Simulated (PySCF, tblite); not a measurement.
# C6H5F2O2 radical: geometry, infrared bands and EPR parameters

Aim: predict the infrared bands and EPR parameters of C6H5F2O2 radical (`C#C[C@@H]1[CH]O[C@H](F)O[C@@H]1F`).

The runs use tblite 0.8.0 and PySCF 2.14.0, with density-fitted response routines of our own; the level of theory stands in each step. All values are computed, except where a source is named. Atoms are numbered from 0 throughout.

### Step 1. The molecule as given

15 atoms, charge 0, multiplicity 2; geometry from: force field or distance geometry start.

Bonds of the start (Å): C0–C1 1.23, C1–C2 1.46, C2–C3 1.54, C3–O4 1.39, O4–C5 1.39, C5–F6 1.38, C5–O7 1.38, O7–C8 1.39, C8–F9 1.40, C8–C2 1.52, C0–H10 1.05, C2–H11 1.09, C3–H12 1.11, C5–H13 1.11, C8–H14 1.08.

### Step 2. Optimising the geometry with GFN2-xTB

Job settings and geometry (Å):

```
{"job": {"kind": "relax", "xc": "GFN2-xTB", "basis": "xTB"}, "charge": 0, "multiplicity": 2}
C      2.813800     0.446200    -0.415800
C      1.766200    -0.158900    -0.211600
C      0.546200    -0.912500     0.072900
C     -0.285600    -0.842100    -1.216800
O     -0.800100     0.445800    -1.322300
C     -1.706700     0.729800    -0.309100
F     -1.541200     2.049300     0.069500
O     -1.515000    -0.058500     0.809800
C     -0.184100    -0.161700     1.180300
F      0.346900     1.121500     1.353100
H      3.693100     0.984000    -0.618000
H      0.777500    -1.925600     0.387000
H     -1.112500    -1.580500    -1.169600
H     -2.729100     0.617500    -0.715200
H     -0.073900    -0.746300     2.083900
```

On the command line:

```sh
$ OMP_NUM_THREADS=1 python probes_run.py task.json out
```

One launch serves the whole session: the jobs run in the order shown.

**Question.** This job is followed by: GFN2-xTB harmonic vibrations, gas phase; UKS B3LYP, pcH-1 on C F H O, non-relativistic, mean-field spin-orbit, GIAO. What will the session give for the following? strongest single infrared mode (GFN2-xTB); zero-point energy (GFN2-xTB); g(iso) (B3LYP); ⟨S²⟩; largest a(iso); potential on the surface of density 0.002 e/bohr³, 1st and 99th percentile.

The runs gave:

```
                                                                  quantity                  value
                                 strongest single infrared mode (GFN2-xTB)  1010 cm⁻¹, 208 km/mol
                                              zero-point energy (GFN2-xTB)          61.0 kcal/mol
                                                            g(iso) (B3LYP)                2.00306
                                                                      ⟨S²⟩     0.754 (exact 0.75)
                                                            largest a(iso)   13C on C3, 147.7 MHz
potential on the surface of density 0.002 e/bohr³, 1st and 99th percentile     -1.30 V and 1.47 V
```

**Reading.** Over 104 steps the energy fell by 1.089 eV; of the close pairs, C2–C3 changed most, 1.536 to 1.490 Å. All 39 modes are real, so the xTB geometry is a minimum. The strongest single mode, at 1010 cm⁻¹, moves mainly C8. Unscaled tight-binding wavenumbers are off by several per cent, some by more. Its intensities can rank the bands wrongly. C3 carries the largest spin population, 0.90 e. The isotropic g lies 0.7 ppt above the free-electron value. These values are for one conformer; the search (at its own cheap level) found 2 more, at 0.20, 0.21 kcal/mol, and measured spectra average over such forms.
